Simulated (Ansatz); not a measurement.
Geometry optimisation, DFT PBE, scalar-relativistic, plane waves, PAW in Ansatz 0.2.0.

The input (input.yaml):

```yaml
crystal:
  lattice:
    - [5.8014, 0.0, 0.0]
    - [-2.9007, 5.02416, 0.0]
    - [0.0, 0.0, 19.086475]
  atoms:
    - { symbol: W, position: [0.0, 0.0, 0.0523931] }
    - { symbol: C, position: [0.3333333, 0.1666667, 0.1266496] }
    - { symbol: W, position: [0.0, 0.0, 0.2009061] }
    - { symbol: C, position: [0.3333333, 0.1666667, 0.2751626] }
    - { symbol: W, position: [0.0, 0.0, 0.3494192] }
    - { symbol: C, position: [0.3333333, 0.1666667, 0.4236757] }
    - { symbol: W, position: [0.0, 0.5, 0.0523931] }
    - { symbol: C, position: [0.3333333, 0.6666667, 0.1266496] }
    - { symbol: W, position: [0.0, 0.5, 0.2009061] }
    - { symbol: C, position: [0.3333333, 0.6666667, 0.2751626] }
    - { symbol: W, position: [0.0, 0.5, 0.3494192] }
    - { symbol: C, position: [0.3333333, 0.6666667, 0.4236757] }
    - { symbol: W, position: [0.5, 0.0, 0.0523931] }
    - { symbol: C, position: [0.8333333, 0.1666667, 0.1266496] }
    - { symbol: W, position: [0.5, 0.0, 0.2009061] }
    - { symbol: C, position: [0.8333333, 0.1666667, 0.2751626] }
    - { symbol: W, position: [0.5, 0.0, 0.3494192] }
    - { symbol: C, position: [0.8333333, 0.1666667, 0.4236757] }
    - { symbol: W, position: [0.5, 0.5, 0.0523931] }
    - { symbol: C, position: [0.8333333, 0.6666667, 0.1266496] }
    - { symbol: W, position: [0.5, 0.5, 0.2009061] }
    - { symbol: C, position: [0.8333333, 0.6666667, 0.2751626] }
    - { symbol: W, position: [0.5, 0.5, 0.3494192] }
    - { symbol: C, position: [0.8333333, 0.6666667, 0.4236757] }
    - { symbol: Ti, position: [0.8124228, 0.9144612, 0.5268901] }
basis:
  ecutwfc: 420.0
kpoints:
  mp_grid: { grid: [3, 3, 1] }
hamiltonian:
  xc: pbe
  pseudopotentials: { kind: paw, azcp: { folder: soft_1 } }
scf:
  occupations: { method: fermi_dirac, width: 0.1 }
  lower_state_search: "off"
relax:
  f_tol: 0.03
  max_steps: 60
  adjacent_minimum: "off"
  constraints: [{ sites: [0, 1, 6, 7, 12, 13, 18, 19] }]
```

Run as:

```bash
$ ansatz run input.yaml --threads 4 --pin off --max-ram 10240MiB --backend cpu --events-out ev --progress --plain --runs-dir out
```

Q: Where does it end, and by what steps?

A: It converged. Limits of this set-up: coarse k mesh, thin slab, slab without dipole correction. After 9 steps the energy has fallen by 7.577 eV; Ti25 moved furthest, 1.27 Å. Joined: C12–Ti25 (3.11 → 1.95 Å).

```tsv
step	energy less start (eV)	largest force component (eV/Å)	accepted
0	0.0000	6.777	yes
1	-2.6031	6.894	yes
2	-4.4328	6.134	yes
3	-5.5545	3.618	yes
4	-6.1895	1.423	yes
5	-6.7304	1.822	yes
6	-7.2250	1.429	yes
7	-7.5367	0.531	yes
8	-7.5769	0.066	yes
9	-7.5772	0.009	yes
```

```xyz
25
Lattice="5.8014 0.0000 0.0000 -2.9007 5.0242 0.0000 0.0000 0.0000 19.0865" Properties=species:S:1:pos:R:3
W 0.000 0.000 1.000
C 1.450 0.837 2.417
W 0.000 0.000 3.850
C 1.450 0.837 5.199
W 0.015 0.009 6.742
C 1.451 0.837 7.857
W -1.450 2.512 1.000
C 0.000 3.349 2.417
W -1.450 2.512 3.855
C -0.007 3.345 5.244
W -1.450 2.512 6.745
C 0.006 3.353 8.012
W 2.901 0.000 1.000
C 4.351 0.837 2.417
W 2.901 0.000 3.850
C 4.351 0.846 5.244
W 2.886 0.009 6.742
C 4.351 0.831 8.012
W 1.450 2.512 1.000
C 2.901 3.349 2.417
W 1.450 2.512 3.850
C 2.908 3.345 5.244
W 1.450 2.495 6.742
C 2.895 3.353 8.012
Ti 1.451 4.187 9.020
```

Time of the run: 120 s on 4 threads of Arm Neoverse V2 (shared host), peak memory 1.8 GiB.
